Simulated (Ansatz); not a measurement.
**interstitial Ga in Al: molecular dynamics, part 1 of 2**

The plan is to see whether the interstitial stays in its void or moves on. The start is relaxed first. Runs: 170 steps of 2 fs under a Langevin thermostat at 900 K; 220 steps of 3 fs under a Langevin thermostat at 1260 K. The host cell (fcc) has 32 atoms; the extra atom is the last.

Program: Ansatz 0.2.0. Level of theory: DFT PBE, plane waves, PAW, scalar-relativistic, no spin polarisation. These are calculated values, not measurements.

## (1) Starting point

The cell holds 33 atoms (Al32Ga): a = 8.100 Å, b = 8.100 Å, c = 8.100 Å, α = 90.00°, β = 90.00°, γ = 90.00°.

Its coordinates follow in the input file.

## (2) Relaxing the start

Contents of input.yaml:

```yaml
accuracy: low
crystal:
  lattice:
    - [8.1, 0.0, 0.0]
    - [0.0, 8.1, 0.0]
    - [0.0, 0.0, 8.1]
  atoms:
    - { symbol: Al, position: [0.5, 0.0, 0.0] }
    - { symbol: Al, position: [0.75, 0.25, 0.0] }
    - { symbol: Al, position: [0.75, 0.0, 0.25] }
    - { symbol: Al, position: [0.0, 0.0, 0.0] }
    - { symbol: Al, position: [0.25, 0.25, 0.0] }
    - { symbol: Al, position: [0.5, 0.5, 0.0] }
    - { symbol: Al, position: [0.75, 0.75, 0.0] }
    - { symbol: Al, position: [0.25, 0.0, 0.25] }
    - { symbol: Al, position: [0.5, 0.25, 0.25] }
    - { symbol: Al, position: [0.75, 0.5, 0.25] }
    - { symbol: Al, position: [0.5, 0.0, 0.5] }
    - { symbol: Al, position: [0.75, 0.25, 0.5] }
    - { symbol: Al, position: [0.75, 0.0, 0.75] }
    - { symbol: Al, position: [0.0, 0.5, 0.0] }
    - { symbol: Al, position: [0.25, 0.75, 0.0] }
    - { symbol: Al, position: [0.0, 0.25, 0.25] }
    - { symbol: Al, position: [0.25, 0.5, 0.25] }
    - { symbol: Al, position: [0.5, 0.75, 0.25] }
    - { symbol: Al, position: [0.0, 0.0, 0.5] }
    - { symbol: Al, position: [0.25, 0.25, 0.5] }
    - { symbol: Al, position: [0.5, 0.5, 0.5] }
    - { symbol: Al, position: [0.75, 0.75, 0.5] }
    - { symbol: Al, position: [0.25, 0.0, 0.75] }
    - { symbol: Al, position: [0.5, 0.25, 0.75] }
    - { symbol: Al, position: [0.75, 0.5, 0.75] }
    - { symbol: Al, position: [0.0, 0.75, 0.25] }
    - { symbol: Al, position: [0.0, 0.5, 0.5] }
    - { symbol: Al, position: [0.25, 0.75, 0.5] }
    - { symbol: Al, position: [0.0, 0.25, 0.75] }
    - { symbol: Al, position: [0.25, 0.5, 0.75] }
    - { symbol: Al, position: [0.5, 0.75, 0.75] }
    - { symbol: Al, position: [0.0, 0.75, 0.75] }
    - { symbol: Ga, position: [0.5057078, 0.5037603, 0.2485016] }
basis:
  ecutwfc: 420.0
kpoints:
  mp_grid: { grid: [2, 2, 2] }
hamiltonian:
  xc: pbe
  pseudopotentials: { kind: paw, azcp: { folder: soft_1 } }
scf:
  occupations: { method: fermi_dirac, width: 0.05 }
  lower_state_search: "off"
relax:
  f_tol: 0.08
  max_steps: 25
  adjacent_minimum: "off"
```

Command:

```bash
ansatz run input.yaml --threads 2 --pin off --max-ram 5120MiB --backend cpu --events-out ev --progress --plain --runs-dir out
```

The log of the run, shortened:

```text
Warning: RAYON_NUM_THREADS=2 ignored (pool sized by the plan → 2); use --threads N
[...]
Pseudopotentials: kind: paw
Pseudopotential: Al, paw, valence charge 3, recommended cutoff 420 eV (normal), <dir>
Pseudopotential: Ga, paw, valence charge 13, recommended cutoff 420 eV (normal), <dir>
Functional definition: PBE
[...]
Crystal: 33 atoms, lattice volume = 531.441 Å³
Basis set: ecut = 420 eV, 10395 PW (Γ), exchange–correlation on 120×120×120 points (8 copies of the dense FFT grid, shifted against one another)
Bands: 88, of which v1, the nominal top of the filled ones, is band 55 counted from 1 (54 counted from 0)
Symmetry: 1 space group operations
Space group: P1 (ITA 1), of the structure as read, at distance tolerance 8.1e-5 Å
k-points: 8
[...]
SCF iter   1: F=—  HF=-20976.020713 eV  |F-HF|=—  |Δ(HF+E_count)|=         —  Δρ=2.95e-2  dr2=4.52e0  ethr=3.10e-3  ⟨swp⟩=5.9  Hψ=2921  notcnv=0  defer=45
[...]
relax step   1: F+E_penalty+E_count = -20974.38490724 eV  Δ(F+E_penalty+E_count) = +0.000e0 eV  max|allowed force component| = 8.295e0 eV/Å  Δτ_max = 0.0000 Å  (6 SCF iters, dr2 threshold 1.00e-4 eV, accepted)
[...]
relax step   2: F+E_penalty+E_count = -20979.74412883 eV  Δ(F+E_penalty+E_count) = -5.359e0 eV  max|allowed force component| = 3.018e0 eV/Å  Δτ_max = 0.1979 Å  (6 SCF iters, dr2 threshold 1.00e-4 eV, accepted)
[...]
relax step   3: F+E_penalty+E_count = -20981.29175852 eV  Δ(F+E_penalty+E_count) = -1.548e0 eV  max|allowed force component| = 1.049e0 eV/Å  Δτ_max = 0.1501 Å  (6 SCF iters, dr2 threshold 1.00e-4 eV, accepted)
[...]
SCF iter   5: F=—  HF=-20981.600544 eV  |F-HF|=—  |Δ(HF+E_count)|=   1.10e-4  Δρ=7.85e-5  dr2=2.29e-5  ethr=1.41e-7  ⟨swp⟩=2.0  Hψ=897  notcnv=0  defer=144
```

## (3) More of the same log: start relaxed

The log, continued, shortened:

```text
SCF iter   6: F=-20981.600527 eV  HF=-20981.600530 eV  |F-HF|=3.06e-6  |Δ(HF+E_count)|=   1.36e-5  Δρ=1.82e-5  dr2=1.37e-6  ethr=2.10e-8  ⟨swp⟩=3.0  Hψ=1599  notcnv=0
[...]
relax step   4: F+E_penalty+E_count = -20981.60052698 eV  Δ(F+E_penalty+E_count) = -3.088e-1 eV  max|allowed force component| = 8.709e-2 eV/Å  Δτ_max = 0.1026 Å  (6 SCF iters, dr2 threshold 1.00e-4 eV, accepted)
[...]
relax step   5: F+E_penalty+E_count = -20981.60667294 eV  Δ(F+E_penalty+E_count) = -6.146e-3 eV  max|allowed force component| = 6.907e-3 eV/Å  Δτ_max = 0.0187 Å  (6 SCF iters, accepted)
SCF converged after 6 iterations
Free energy (F): -20981.606673 eV
[...]
E sigma→0 (E₀):  -20981.571880 eV
Entropy (-TS):   -0.069586 eV (-2.109 meV/atom)
Fermi energy:    7.954797 eV
[...]
--- Forces (eV/Å), atoms counted from 1 ---
  atom   1  Al    -0.00025452     0.00003820     0.00677842
[...]
    - { symbol: Al, position: [0.24712980956143707, 8.211216753933099e-5, 0.7499813956750032] }
    - { symbol: Al, position: [0.5001926220077048, 0.2368472158739369, 0.7499126715620633] }
    - { symbol: Al, position: [0.7633548378151035, 0.5001232145442114, 0.7499125907399451] }
    - { symbol: Al, position: [0.00024769561501714667, 0.7633095359094377, 0.2499470080845902] }
    - { symbol: Al, position: [0.00024779446531949373, 0.5001263140409682, 0.5132158944087271] }
    - { symbol: Al, position: [0.2488586448162893, 0.7514084405582898, 0.5012626892330494] }
    - { symbol: Al, position: [0.000126574272832445, 0.2470743958109975, 0.7499814508044218] }
    - { symbol: Al, position: [0.23689111967095722, 0.5001278537596202, 0.7499126613053729] }
    - { symbol: Al, position: [0.5001879041320679, 0.7633117296832633, 0.749912646420615] }
    - { symbol: Al, position: [0.00012719006916284806, 0.7531417242400492, 0.7499816430652197] }
    - { symbol: Ga, position: [0.5005937300724449, 0.5004031018507175, 0.2497047995308001] }
```

It took 39 s on 2 threads of Arm Neoverse V2, shared host; peak memory 1 GiB.

Step by step:

```tsv
step	energy from step 1 (eV/cell)	largest force component (eV/Å)
1	0.0000	8.2952
2	-5.3592	3.0176
3	-6.9069	1.0485
4	-7.2156	0.0871
5	-7.2218	0.0069
```

Step 1 is the start.

The largest move, 0.45 Å, is shared by several atoms, Al10 among them.

## (4) Run 1

170 steps of 2 fs under a Langevin thermostat at 900 K, from the relaxed start.

Contents of input.yaml:

```yaml
accuracy: low
crystal:
  lattice:
    - [8.1, 0.0, 0.0]
    - [0.0, 8.1, 0.0]
    - [0.0, 0.0, 8.1]
  atoms:
    - { symbol: Al, position: [0.50018953, 0.00016504, -0.01324519] }
    - { symbol: Al, position: [0.75139099, 0.24887702, -0.00126907] }
    - { symbol: Al, position: [0.76335278, 0.00016527, 0.24994731] }
    - { symbol: Al, position: [0.00012684, 8.234e-05, -0.00307086] }
    - { symbol: Al, position: [0.24884469, 0.24879006, -0.0013558] }
    - { symbol: Al, position: [0.50003315, 0.50001776, -0.05479546] }
    - { symbol: Al, position: [0.75132919, 0.75127373, -0.00120669] }
    - { symbol: Al, position: [0.23689298, 0.00016489, 0.24994537] }
    - { symbol: Al, position: [0.50003301, 0.19575212, 0.25003655] }
    - { symbol: Al, position: [0.80505265, 0.50001787, 0.25003633] }
    - { symbol: Al, position: [0.50019145, 0.0001651, 0.51321618] }
    - { symbol: Al, position: [0.75143676, 0.24883128, 0.50123546] }
    - { symbol: Al, position: [0.75319918, 8.27e-05, 0.74998168] }
    - { symbol: Al, position: [0.00024766, 0.5001251, -0.013245] }
    - { symbol: Al, position: [0.24890383, 0.7513633, -0.00129689] }
    - { symbol: Al, position: [0.00024761, 0.23684941, 0.24994575] }
    - { symbol: Al, position: [0.19590753, 0.50001782, 0.25003649] }
    - { symbol: Al, position: [0.50003324, 0.80489701, 0.25003642] }
    - { symbol: Al, position: [0.00012692, 8.241e-05, 0.50299327] }
    - { symbol: Al, position: [0.24880052, 0.24874594, 0.50132053] }
    - { symbol: Al, position: [0.50003317, 0.50001779, 0.55435542] }
    - { symbol: Al, position: [0.75137618, 0.7513207, 0.50117434] }
    - { symbol: Al, position: [0.24712981, 8.211e-05, 0.7499814] }
    - { symbol: Al, position: [0.50019262, 0.23684722, 0.74991267] }
    - { symbol: Al, position: [0.76335484, 0.50012321, 0.74991259] }
    - { symbol: Al, position: [0.0002477, 0.76330954, 0.24994701] }
    - { symbol: Al, position: [0.00024779, 0.50012631, 0.51321589] }
    - { symbol: Al, position: [0.24885864, 0.75140844, 0.50126269] }
    - { symbol: Al, position: [0.00012657, 0.2470744, 0.74998145] }
    - { symbol: Al, position: [0.23689112, 0.50012785, 0.74991266] }
    - { symbol: Al, position: [0.5001879, 0.76331173, 0.74991265] }
    - { symbol: Al, position: [0.00012719, 0.75314172, 0.74998164] }
    - { symbol: Ga, position: [0.50059373, 0.5004031, 0.2497048] }
basis:
  ecutwfc: 420.0
kpoints:
  mp_grid: { grid: [2, 2, 2] }
hamiltonian:
  xc: pbe
  pseudopotentials: { kind: paw, azcp: { folder: soft_1 } }
scf:
  occupations: { method: fermi_dirac, width: 0.05 }
  lower_state_search: "off"
md:
  timestep: 2
  n_steps: 170
  ensemble: nvt_langevin
  temperature: 900.0
  initial_velocities: maxwell_boltzmann
  seed: 692599
  friction: 0.005
```

Command:

```bash
ansatz run input.yaml --threads 2 --pin off --max-ram 5120MiB --backend cpu --events-out ev --progress --plain --runs-dir out
```

The log of the run, shortened:

```text
Warning: md: disabling space-group detection — thermal motion breaks the input geometry's symmetry, so no spatial operation reduces the k-mesh or symmetrises the density; time reversal is kept, so that k and −k are solved as one point where they differ and the mesh holds both, and exact [...]
Warning: RAYON_NUM_THREADS=2 ignored (pool sized by the plan → 2); use --threads N
[...]
[... 4 set-up lines as earlier in the session ...]
[...]
Crystal: 33 atoms, lattice volume = 531.441 Å³
Basis set: ecut = 420 eV, 10395 PW (Γ), exchange–correlation on 120×120×120 points (8 copies of the dense FFT grid, shifted against one another)
Bands: 88, of which v1, the nominal top of the filled ones, is band 55 counted from 1 (54 counted from 0)
[... 1 set-up line as earlier in the session ...]
k-points: 8
[...]
SCF iter   1: F=—  HF=-20983.536644 eV  |F-HF|=—  |Δ(HF+E_count)|=         —  Δρ=2.69e-2  dr2=7.04e0  ethr=3.10e-3  ⟨swp⟩=6.0  Hψ=3044  notcnv=0  defer=29
[...]
md step     0: t =     0.00 fs  T =   872.7 K  F+E_penalty+E_count = -20981.60667296 eV  E_kin = 3.722688 eV  (8 SCF iters)
[...]
md step     8: t =    16.00 fs  T =   571.5 K  F+E_penalty+E_count = -20980.14890092 eV  E_kin = 2.437833 eV  (5 SCF iters)
[...]
md step    16: t =    32.00 fs  T =   349.8 K  F+E_penalty+E_count = -20978.89741431 eV  E_kin = 1.491915 eV  (5 SCF iters)
[...]
md step    24: t =    48.00 fs  T =   536.1 K  F+E_penalty+E_count = -20979.22392043 eV  E_kin = 2.286958 eV  (5 SCF iters)
[...]
md step    32: t =    64.00 fs  T =   497.3 K  F+E_penalty+E_count = -20978.77255780 eV  E_kin = 2.121238 eV  (5 SCF iters)
md step    33: t =    66.00 fs  T =   478.7 K  F+E_penalty+E_count = -20978.71527547 eV  E_kin = 2.041868 eV  (5 SCF iters)
md step    34: t =    68.00 fs  T =   482.0 K  F+E_penalty+E_count = -20978.66387825 eV  E_kin = 2.055987 eV  (5 SCF iters)
```

## (5) More of the same log: dynamics from the start

Output, continued, shortened:

```text
md step    35: t =    70.00 fs  T =   493.2 K  F+E_penalty+E_count = -20978.61475125 eV  E_kin = 2.103703 eV  (5 SCF iters)
[...]
md step    58: t =   116.00 fs  T =   667.7 K  F+E_penalty+E_count = -20978.87467779 eV  E_kin = 2.848232 eV  (5 SCF iters)
[...]
md step    81: t =   162.00 fs  T =   774.5 K  F+E_penalty+E_count = -20978.66590846 eV  E_kin = 3.303777 eV  (5 SCF iters)
[...]
md step   104: t =   208.00 fs  T =   653.5 K  F+E_penalty+E_count = -20978.60272764 eV  E_kin = 2.787481 eV  (5 SCF iters)
[...]
md step   126: t =   252.00 fs  T =   669.9 K  F+E_penalty+E_count = -20978.88324406 eV  E_kin = 2.857324 eV  (5 SCF iters)
[...]
md step   127: t =   254.00 fs  T =   721.1 K  F+E_penalty+E_count = -20978.92599714 eV  E_kin = 3.076118 eV  (5 SCF iters)
[...]
SCF converged after 7 iterations
Free energy (F): -20977.952126 eV
[...]
E sigma→0 (E₀):  -20977.924389 eV
Entropy (-TS):   -0.055475 eV (-1.681 meV/atom)
Fermi energy:    8.036294 eV
[...]
--- Forces (eV/Å), atoms counted from 1 ---
  atom   1  Al     0.17643910     0.25969137    -1.63232473
  atom   2  Al     0.65432767     0.40048129     0.38301012
  atom   3  Al    -0.85729306     0.29549276    -0.13914946
  atom   4  Al    -0.24971334     1.20486410     1.18831327
  atom   5  Al    -0.34507612    -0.38985684    -0.07889501
  atom   6  Al     0.14725249     0.21363425    -0.13069340
  atom   7  Al    -0.25785977     0.89526855    -0.87202293
  atom   8  Al    -0.37540194    -0.57048471     0.41127915
[...]
--- MD trajectory: 170 steps, t = 0.0 → 340.0 fs ---
  final state: T = 683.0 K   F+E_penalty+E_count = -20977.95212639 eV   E_kin = 2.913345 eV
```

Wall time 21 min (2 threads of Arm Neoverse V2, shared host); peak memory 1.2 GiB.

## (6) What the atoms did

The trajectory, every 13 steps (energies from step 0); msd is the mean square displacement from the start, the centre of mass held:

```tsv
time (fs)	T (K)	potential energy change (meV/atom)	msd Ga (Å²)	msd Al (Å²)
0.0	873	0.0	0.000	0.000
26.0	341	75.3	0.003	0.036
52.0	543	73.3	0.027	0.066
78.0	547	93.4	0.058	0.073
104.0	681	71.6	0.062	0.057
130.0	627	90.6	0.066	0.054
156.0	843	77.0	0.066	0.047
182.0	735	92.9	0.064	0.056
208.0	653	91.0	0.033	0.061
234.0	722	81.6	0.018	0.058
260.0	803	77.3	0.060	0.055
286.0	631	100.4	0.112	0.071
312.0	872	90.6	0.130	0.079
338.0	724	109.6	0.154	0.079
340.0	683	110.7	0.158	0.079
```

time (fs), T (K) and a bar:
```
      0.0        873 #############################
     14.0        582 #############
     30.0        351 
     44.0        525 ##########
     60.0        504 ########
     74.0        493 ########
     88.0        576 ############
    104.0        681 ##################
    118.0        619 ###############
    134.0        697 ###################
    148.0        895 ##############################
    162.0        775 #######################
    178.0        748 ######################
    192.0        754 ######################
    206.0        648 ################
    222.0        608 ##############
    236.0        711 ####################
    252.0        670 ##################
    266.0        822 ##########################
    280.0        704 ###################
    296.0        698 ###################
    310.0        837 ###########################
    326.0        792 ########################
    340.0        683 ##################
```

Pair distribution over the second half of the run:

```tsv
r (Å)	g Al–Al	g Al–Ga
0.68	0.00	0.00
0.84	0.00	0.00
1.00	0.00	0.00
1.16	0.00	0.00
1.32	0.00	0.00
1.48	0.00	0.00
1.64	0.00	0.00
1.80	0.00	0.00
1.96	0.00	0.00
2.12	0.00	0.14
2.28	0.01	1.43
2.44	0.50	3.51
2.60	2.42	2.55
2.76	3.90	0.61
2.92	3.15	0.32
3.08	1.49	0.14
3.24	0.61	0.76
3.40	0.36	1.28
3.56	0.28	1.28
3.72	0.39	1.07
3.88	0.62	0.46
```

First peaks of g(r) that rise above 1 (not always the tallest), and, where a minimum follows, the mean number of second-named atoms round a first-named one up to the next minimum:

```tsv
pair	peak (Å)	height	minimum (Å)	neighbours
Al–Al	2.76	3.9	3.56	12.1
Al–Ga	2.44	3.5	3.08	0.2
```

Maxima of the velocity power spectrum (cm⁻¹, relative height; resolution about 200 cm⁻¹): 200 (100).

## (7) Frames from the trajectory

Positions (Å) and forces (eV/Å):

```xyz
33
Lattice="8.100 0.000 0.000 0.000 8.100 0.000 0.000 0.000 8.100" Properties=species:S:1:pos:R:3:forces:R:3 pbc="T T T" time_fs=114.0 T=662 dE=2.6322
Al    3.981    0.088   -0.206    0.732   -0.169    0.585
Al    6.093    1.940    0.028    0.090   -0.033   -0.306
Al    6.132    0.089    1.983   -0.115   -0.826   -0.047
Al   -0.192   -0.253   -0.093    0.408    0.792   -0.145
Al    1.958    2.121    0.099    0.203   -0.187   -0.281
Al    3.886    3.988   -0.458    0.708   -0.407    0.202
Al    5.851    5.970   -0.149    0.319    0.117    0.664
Al    2.019   -0.037    1.970   -0.561    0.528   -0.197
Al    4.073    1.791    1.926   -0.481   -1.072   -0.123
Al    6.689    4.042    2.224    0.359   -0.686   -1.265
Al    4.199   -0.017    3.828   -0.418   -0.392    0.891
Al    6.064    1.982    3.950    1.143   -0.335    0.087
Al    6.087   -0.254    5.860   -0.393    0.893    0.158
Al   -0.122    3.921   -0.155    0.537    0.548    0.800
Al    1.945    6.096   -0.111   -0.427    0.337   -0.150
Al    0.089    1.822    1.943    0.077    0.740   -0.090
Al    1.677    4.407    1.938    0.288   -1.021    0.259
Al    3.876    6.412    1.818    0.515    0.572   -0.110
Al    0.080    0.179    3.993   -0.524   -0.976    0.295
Al    2.106    1.809    4.088    0.467    0.809   -0.213
Al    4.221    3.747    4.346   -1.603    0.703    0.586
Al    5.754    5.734    3.901    0.694    1.304    0.366
Al    2.127    0.158    6.201   -0.572   -0.440   -0.632
Al    4.379    1.894    5.957   -0.760   -0.879    0.795
Al    6.175    3.912    6.191   -0.127    0.257   -0.857
Al   -0.100    6.237    2.052   -0.205    0.493    0.140
Al    0.165    3.888    4.144    0.310    0.174    0.477
Al    1.986    6.257    4.111   -0.072   -0.264    0.050
Al    0.164    1.992    6.070   -0.634   -0.259    0.189
Al    1.936    4.138    6.143   -0.440   -0.221   -1.031
Al    3.966    6.083    6.032   -0.054    0.180   -0.612
Al   -0.177    6.119    5.951    0.823   -0.787   -0.242
Ga    4.296    4.106    1.960   -0.287    0.509   -0.244
33
Lattice="8.100 0.000 0.000 0.000 8.100 0.000 0.000 0.000 8.100" Properties=species:S:1:pos:R:3:forces:R:3 pbc="T T T" time_fs=226.0 T=671 dE=2.8154
Al    4.203   -0.214   -0.086   -0.188    0.785   -0.101
Al    6.080    2.202   -0.191   -0.534   -1.090    0.222
Al    6.301   -0.211    1.951   -0.489    0.381   -0.772
Al    0.105    0.074   -0.217   -0.282   -0.170    0.277
Al    2.150    1.803   -0.212    0.008    0.373   -0.276
Al    3.938    4.040   -0.508    0.288   -0.612   -0.319
Al    6.229    6.005   -0.197   -0.225    0.303   -0.418
Al    1.825    0.131    1.918   -0.197   -0.303   -0.377
Al    3.973    1.624    2.007    0.634   -0.643   -0.401
Al    6.522    4.255    1.597   -1.283   -1.155    1.224
Al    4.021   -0.019    4.328   -0.344   -0.613   -0.565
Al    5.921    1.692    3.929    1.097    0.733    0.019
Al    6.196   -0.036    6.176   -0.056    0.306   -0.900
Al   -0.028    3.763   -0.249    1.285    0.495   -0.993
Al    2.135    5.989   -0.101   -0.044    0.102    0.051
Al   -0.134    1.816    2.042   -0.377    0.797   -0.394
Al    1.583    3.823    1.823    0.127   -0.183   -0.155
Al    3.788    6.746    2.191    1.130   -1.093   -0.676
Al    0.223   -0.022    3.985   -1.077   -0.388   -0.002
Al    2.112    2.018    3.904   -0.379    0.148    0.539
Al    4.043    3.960    4.248   -0.202    0.044    1.083
Al    6.038    6.109    3.775    0.009   -0.304    0.639
Al    1.865   -0.466    5.914    0.889    1.073    0.466
Al    4.153    1.847    5.925   -0.552    0.779    1.171
Al    6.061    4.007    5.819    0.435   -0.171    0.256
Al    0.177    6.006    1.627    0.295    1.028    0.767
Al   -0.217    4.026    3.768    0.332   -0.164    0.627
Al    2.027    5.866    3.853   -0.449   -0.016   -0.035
Al    0.122    2.086    5.778   -0.431   -0.517    0.113
Al    1.875    4.129    5.901    0.051   -0.250   -0.062
Al    4.188    6.103    6.016   -0.083   -0.270   -0.403
Al   -0.157    5.996    5.790    0.122   -0.378    0.210
Ga    4.019    4.104    1.929    0.490    0.973   -0.815
33
Lattice="8.100 0.000 0.000 0.000 8.100 0.000 0.000 0.000 8.100" Properties=species:S:1:pos:R:3:forces:R:3 pbc="T T T" time_fs=340.0 T=683 dE=3.6545
Al    4.012    0.365   -0.225    0.176    0.260   -1.632
Al    6.152    1.922   -0.438    0.654    0.401    0.383
Al    6.344    0.004    1.811   -0.857    0.295   -0.139
Al    0.085   -0.202   -0.396   -0.250    1.205    1.188
Al    2.082    2.387   -0.298   -0.345   -0.390   -0.079
Al    4.251    3.945   -0.853    0.147    0.214   -0.131
Al    6.044    6.028   -0.147   -0.258    0.895   -0.872
Al    2.184    0.348    1.586   -0.375   -0.571    0.411
Al    4.473    1.884    1.972   -0.172    0.048   -0.440
Al    6.492    4.255    1.733   -0.488   -1.048    0.819
Al    3.995   -0.052    3.643    0.900    0.327    0.837
Al    6.152    2.326    3.920    0.598   -0.549   -0.296
Al    6.124   -0.090    5.786    0.239    0.603   -0.129
Al    0.053    4.652   -0.201    0.137   -1.275   -1.060
Al    2.138    6.052   -0.085    0.718    0.271   -0.298
Al    0.096    1.757    1.775   -0.902    0.842   -0.744
Al    1.292    3.932    1.858    0.787    0.402    0.476
Al    4.160    6.724    1.462    0.042   -1.282    1.363
Al    0.181    0.037    3.637   -0.424   -0.339    1.346
Al    1.995    1.771    4.081    0.877    1.413   -1.056
Al    3.978    3.996    4.043    0.521    0.299    0.460
Al    6.253    6.111    3.901   -0.657   -0.044   -0.315
Al    2.043   -0.108    5.870    1.106    0.573    0.410
Al    4.196    1.863    5.600   -0.310   -0.180    0.406
Al    6.515    4.180    5.863   -1.162   -0.184    0.706
Al    0.045    6.335    1.922    1.019   -0.767   -0.370
Al    0.098    4.233    4.082    0.427   -0.253   -1.048
Al    2.292    6.170    3.824   -0.888   -0.482   -0.483
Al    0.057    1.842    5.710   -0.302    0.487    0.991
Al    2.011    4.198    5.799    0.005   -0.110    0.396
Al    4.197    6.288    5.812   -0.294   -0.545    0.191
Al    0.182    6.335    5.796   -0.542   -1.177   -0.944
Ga    3.772    4.218    1.574   -0.129    0.660   -0.348
```

Reading of run 1. Against a set 900 K the second half averages 728 K with a spread of 68 K (in equilibrium 33 atoms would scatter by about 128 K, over a far longer run); 91 meV/atom has gone into potential energy, and a thermostat that acts over some 200 fs has not made it up in 340 fs. The farthest move is 0.60 Å, against a mean nearest distance of 2.7 Å at the start: no atom has changed site so far. The interstitial Ga33 strays up to 0.43 Å from where this run began and ends 0.43 Å from it (the host's drift taken out), so it has kept its site.

(Continued in part 2 of 2.)
